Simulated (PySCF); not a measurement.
**CrH3: quartet, from a trigonal planar start**

Aim: relax CrH3 as a quartet from a hand-made trigonal planar geometry, check by its vibrations whether the end is a minimum, and collect its spectrum and constants.

The runs use PySCF 2.14.0; PBE0, basis Cr def2-TZVP, H def2-TZVP, no relativity, density fitting.

## 1. The starting structure

4 atoms, charge 0, spin multiplicity 4.

Bond lengths: Cr1–H2 1.540 Å, Cr1–H3 1.540 Å, Cr1–H4 1.540 Å. Angles: H2–Cr1–H3 120.0°, H2–Cr1–H4 120.0°, H3–Cr1–H4 120.0°.

```xyz
4
charge 0 multiplicity 4
Cr    0.0000    0.0000    0.0000
H     1.5400    0.0000    0.0000
H    -0.7700    1.3337    0.0000
H    -0.7700   -1.3337    0.0000
```

## 2. Relaxation: trigonal planar start, quartet

One driver script runs all steps and calls PySCF; scf.py shows how it sets up the SCF of each step. The optimiser is the driver's own. Before each start the driver seeks the lowest SCF state from one or more starting densities and follows internal instabilities, so scf.py alone need not reach the same state.

The program finds D3h symmetry in the start, which this walk keeps. The walk stops when the largest gradient is under 0.0003 Eh/bohr and the energy has settled too.

Input file scf.py:

```python
from pyscf import gto, scf, dft
mol = gto.M(atom='''
Cr    -0.000000     0.000000     0.000000
H      1.540012    -0.000010    -0.000000
H     -0.769997     1.333695     0.000000
H     -0.770015    -1.333684    -0.000000''',
    basis={'Cr': 'def2-TZVP', 'H': 'def2-TZVP'},
    charge=0, spin=3)
mf = dft.UKS(mol, xc='PBE0')
mf.grids.atom_grid = (50, 194)
aux = {'Cr': 'def2-universal-JKFIT', 'H': 'def2-universal-JKFIT'}
mf = mf.density_fit(auxbasis=aux)
mf.kernel()
```

Further steps of the session: Is it a minimum? Harmonic modes; Leaving the saddle point; Vibrations and properties at this point.

What does the calculation give? Wanted: minimum; geometry; wavenumbers; dipole moment; highest occupied, lowest empty level; polar-tensor charge of Cr1; zero-point energy; atomisation energy; ⟨S²⟩.

As calculated:

```
                                          quantity                                   value
                                           minimum                            quartet, C3v
                                          geometry   Cr–H 1.616 Å (×3); H–Cr–H 106.8° (×3)
                                wavenumbers (cm⁻¹)  458 (a1), 586 (e), 1738 (a1), 1739 (e)
                                     dipole moment                                  2.94 D
highest occupied, lowest empty level (either spin)                         -7.74, -2.52 eV
                        polar-tensor charge of Cr1                                 +0.94 e
                                 zero-point energy                             40.9 kJ/mol
                               entropy at 298.15 K                         237.4 J/(mol K)
         atomisation energy (no zero-point energy)                              565 kJ/mol
                                              ⟨S²⟩                                   3.967
```

The trigonal planar start (D3h) ends in a minimum of C3v symmetry, after a first stop at a saddle point 17.2 kJ/mol higher, from which it was pushed off along an imaginary mode. In the infrared the band at 1739 cm⁻¹ (e, stretch) leads. Most of the spin sits on Cr1 (Mulliken spin 3.77, against 3 for the whole molecule). Only this shape and spin were tried, so other structures or states may lie lower. The determinant is spin-contaminated (⟨S²⟩ = 3.97, pure value 3.75). One determinant may miss the lowest occupation of an open d or f shell.
